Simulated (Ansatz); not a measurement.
# One shape, several levels: doublet [SiCl4]+

Aim: a comparison of 4 runs (U-r2SCAN/cc-pVDZ, U-wB97M-V/cc-pVDZ, UPBE-QIDH/cc-pVDZ, RPA@PBE0/cc-pVDZ) of doublet [SiCl4]+. 

Program for the calculation: Ansatz 0.2.0.

43 further runs of the same task are left out: 3 that didn't finish, 40 set aside as unsound or not needed.

### 1 The system as given

[SiCl4]+ has 5 atoms, charge +1, and is taken as a doublet. SMILES of the parent species: `Cl[Si](Cl)(Cl)Cl`. Geometry: relaxed at PBE0-D4/def2-TZVP. That shape belongs to the parent species and isn't relaxed for this state.

Bond lengths: Cl1–Si2 2.021 Å, Si2–Cl3 2.022 Å, Si2–Cl4 2.022 Å, Si2–Cl5 2.021 Å. Angles: Cl1–Si2–Cl3 109.5°, Cl1–Si2–Cl4 109.5°, Cl1–Si2–Cl5 109.5°, Cl3–Si2–Cl4 109.5°, Cl3–Si2–Cl5 109.5°, Cl4–Si2–Cl5 109.5°.

### 2 The energy at U-r2SCAN/cc-pVDZ (run 1)

input.yaml

```yaml
basis:
  gaussian:
    orbitals: cc-pVDZ
crystal:
  periodic: [false, false, false]
  atoms:
    - {symbol: Cl, position_ang: [-0.962600, -0.087600, 1.762300]}
    - {symbol: Si, position_ang: [0.010000, -0.014700, -0.008300]}
    - {symbol: Cl, position_ang: [1.655400, -1.185900, 0.078100]}
    - {symbol: Cl, position_ang: [-1.212100, -0.676900, -1.476100]}
    - {symbol: Cl, position_ang: [0.559300, 1.891400, -0.397500]}
total_charge: 1
magnetization:
  spin_polarized: true
  initial_magnetization: 1
hamiltonian:
  xc: r2scan
accuracy: high
output:
  orbitals: {seedname: orbitals}
```

On the command line:

```bash
$ ansatz run input.yaml --threads 1 --pin off --max-ram 3480MiB --events-out events.jsonl --progress --plain --runs-dir runs
```

Log:

```text
Warning: RAYON_NUM_THREADS=1 ignored (pool sized by the plan → 1); use --threads N
Functional definition: r2SCAN
  name "r2SCAN"
  parameter k0 = 0.174
  parameter k1 = 0.065
  parameter a1 = 4.9479
  exchange = r2scan_x(k0 = k0, k1 = k1, a1 = a1)
  correlation = r2scan_c
2010 factors; integrals over basis functions are off by at most 3.0e-9 eV
mean field evaluation 1: about -57957.5502 eV, gradient 1.5e1 eV
mean field evaluation 2: about -57952.9102 eV, gradient 2.8e1 eV
mean field evaluation 4: about -57958.2306 eV, gradient 8.7e0 eV
mean field evaluation 8: about -57958.1427 eV, gradient 9.2e0 eV
mean field evaluation 16: about -57958.9455 eV, gradient 1.2e-1 eV
mean field evaluation 32: about -57957.8085 eV, gradient 1.6e0 eV
mean field evaluation 64: about -57958.9471 eV, gradient 8.0e-9 eV
mean field -57958.94712547 eV, -2129.9520208758 hartree, gradient 3.4e-8 eV, S^2 0.752156; 8 other end points of the search recorded, 0 dependent functions left out
reference -57958.94712672 eV, -2129.9520209218 hartree; 41, 40 occupied and 49, 50 virtual orbitals, 2010 factors
Total energy: -57958.94712672 eV, -2129.9520209218 hartree
```

It took 71 s on 1 thread of Intel Xeon 6975P-C (Granite Rapids), shared host; peak memory 0.52 GiB.

### 3 The energy at U-wB97M-V/cc-pVDZ (run 2)

job.yaml

```yaml
crystal:
  periodic: [false, false, false]
  atoms:
    - symbol: Cl
      position_ang: [-0.962600, -0.087600, 1.762300]
    - symbol: Si
      position_ang: [0.010000, -0.014700, -0.008300]
    - symbol: Cl
      position_ang: [1.655400, -1.185900, 0.078100]
    - symbol: Cl
      position_ang: [-1.212100, -0.676900, -1.476100]
    - symbol: Cl
      position_ang: [0.559300, 1.891400, -0.397500]
basis:
  gaussian:
    orbitals: cc-pVDZ
total_charge: 1
magnetization:
  spin_polarized: true
  initial_magnetization: 1
hamiltonian:
  xc: {name: wB97M-V}
accuracy: high
output:
  orbitals: {seedname: orbitals}
```

On the command line:

```bash
$ ansatz run job.yaml --threads 1 --pin off --max-ram 3480MiB --events-out events.jsonl --progress --plain --runs-dir runs
```

Log:

```text
Warning: RAYON_NUM_THREADS=1 ignored (pool sized by the plan → 1); use --threads N
Functional definition: wB97M-V
  name "wB97M-V"
  parameter omega = 0.3/bohr
  parameter cx = 0.15
  parameter cx01 = 1.007
  parameter cx10 = 0.259
  parameter css00 = 0.443
  parameter css04 = -1.437
  parameter css10 = -4.535
  parameter css20 = -3.390
  parameter css43 = 4.278
  parameter cos00 = 1.000
  parameter cos10 = 1.358
  parameter cos20 = 2.924
  parameter cos21 = -8.812
  parameter cos60 = -1.390
  parameter cos61 = 9.142
  parameter b = 6.0
  parameter c = 0.01
  gx(w, u) = 1 - cx + cx01*u + cx10*w
  gss(w, u) = css00 + css04*u^4 + css10*w + css20*w^2 + css43*w^4*u^3
  gos(w, u) = cos00 + cos10*w + (cos20 + cos21*u)*w^2 + (cos60 + cos61*u)*w^6
  exchange = spin_sum(e_x_unif_sr(omega)*gx(b97_w, b97_u_x)) + cx*exact_x_sr(omega) + exact_x_lr(omega)
  correlation = spin_sum(e_c_pw_mod_same_spin*gss(b97_w, b97_u_same))
      + integral(e_c_pw_mod_opposite_spin*gos(b97_w_opposite, b97_u_opposite)) + vv10(b, c)
2010 factors; integrals over basis functions are off by at most 3.0e-9 eV
380 factors; integrals over basis functions are off by at most 2.0e-9 eV
mean field evaluation 1: about -57958.3042 eV, gradient 1.4e1 eV
mean field evaluation 2: about -57958.7993 eV, gradient 1.1e1 eV
mean field evaluation 4: about -57959.3916 eV, gradient 3.1e-1 eV
mean field evaluation 8: about -57959.5253 eV, gradient 2.5e-2 eV
mean field evaluation 16: about -57959.5261 eV, gradient 2.5e-2 eV
mean field evaluation 32: about -57959.5246 eV, gradient 8.5e-2 eV
mean field -57959.52792571 eV, -2129.9733648907 hartree, gradient 2.5e-8 eV, S^2 0.755593; 6 other end points of the search recorded, 0 dependent functions left out
reference -57959.52792924 eV, -2129.9733650204 hartree; 41, 40 occupied and 49, 50 virtual orbitals, 2010 factors
Total energy: -57959.52792924 eV, -2129.9733650204 hartree
```

It took 2.4 min on 1 thread of Intel Xeon 6975P-C (Granite Rapids), shared host; peak memory 1.3 GiB.

Run 3 isn't shown in full; the table further down has it.

### 4 The energy at RPA@PBE0/cc-pVDZ (run 4)

job.yaml

```yaml
crystal:
  periodic: [false, false, false]
  atoms:
    - {symbol: Cl, position_ang: [-0.962600, -0.087600, 1.762300]}
    - {symbol: Si, position_ang: [0.010000, -0.014700, -0.008300]}
    - {symbol: Cl, position_ang: [1.655400, -1.185900, 0.078100]}
    - {symbol: Cl, position_ang: [-1.212100, -0.676900, -1.476100]}
    - {symbol: Cl, position_ang: [0.559300, 1.891400, -0.397500]}
basis:
  gaussian: {orbitals: cc-pVDZ}
total_charge: 1
magnetization: {spin_polarized: true, initial_magnetization: 1}
hamiltonian: {xc: {name: PBE0}}
correlation: {method: rpa, frozen_orbitals: {Cl: 5, Si: 5}}
accuracy: high
```

On the command line:

```bash
$ ansatz run job.yaml --threads 1 --pin off --max-ram 3480MiB --events-out events.jsonl --progress --plain --runs-dir runs
```

Log:

```text
Warning: RAYON_NUM_THREADS=1 ignored (pool sized by the plan → 1); use --threads N
Functional definition: PBE0
  name "PBE0"
  parameter a = 0.25
  parameter kappa = 0.804
  parameter beta = 0.06672455060314922
  exchange = (1 - a)*pbe_x(kappa = kappa, mu = beta*pi^2/3) + a*exact_x
  correlation = pbe_c(beta = beta)
2010 factors; integrals over basis functions are off by at most 3.0e-9 eV
mean field evaluation 1: about -57941.5914 eV, gradient 1.4e1 eV
mean field evaluation 2: about -57941.8120 eV, gradient 1.4e1 eV
mean field evaluation 4: about -57942.1361 eV, gradient 1.0e1 eV
mean field evaluation 8: about -57942.8136 eV, gradient 4.8e-1 eV
mean field evaluation 16: about -57942.8177 eV, gradient 7.4e-3 eV
mean field evaluation 32: about -57942.9002 eV, gradient 2.6e-8 eV
mean field evaluation 64: about -57942.8961 eV, gradient 1.0e-1 eV
mean field evaluation 96: about -57942.8989 eV, gradient 5.9e-2 eV
mean field evaluation 128: about -57942.9002 eV, gradient 9.2e-2 eV
mean field -57942.90024706 eV, -2129.3623089711 hartree, gradient 2.6e-8 eV, S^2 0.754374; 10 other end points of the search recorded, 0 dependent functions left out
25 core orbitals not correlated: weight in the atoms' cores, before any rotation towards them, 1.000 or more for the frozen orbitals, at most 0.000 for the correlated occupied ones
reference -57869.68223928 eV, -2126.6715968140 hartree; 16, 15 occupied and 49, 50 virtual orbitals, 2010 factors
Total energy: -57894.82260371 eV, -2127.5954881660 hartree
```

Run time: 71 s. Hardware: 1 thread of Intel Xeon 6975P-C (Granite Rapids), shared host; peak memory 0.84 GiB.

### 5 All runs side by side

| run | level | frozen core orbitals | energy (Eh) | HOMO energy (eV) | LUMO energy (eV) | ⟨S²⟩ | wall time |
| --- | --- | --- | --- | --- | --- | --- | --- |
| 1 | U-r2SCAN/cc-pVDZ | – | -2129.952021 | -14.04 | -13.98 | 0.752 | 71 s |
| 2 | U-wB97M-V/cc-pVDZ | – | -2129.973365 | -16.96 | -12.23 | 0.756 | 2.4 min |
| 3 | UPBE-QIDH/cc-pVDZ | 25 | -2128.839004 | -16.69 | -12.56 | 0.767 | 4.3 min |
| 4 | RPA@PBE0/cc-pVDZ | 25 | -2127.595488 | – | – | 0.754 | 71 s |

### 6 Outcome

```
                                quantity           value
                     run 4: total energy  -2127.59549 Eh
 run 4: RPA correlation energy (valence)      -923.9 mEh
run 4: ⟨S²⟩ of the reference determinant           0.754
```

**Reading.** Totals of different functionals can't be ranked against each other. All runs together took 9.1 min, the longest 4.3 min.
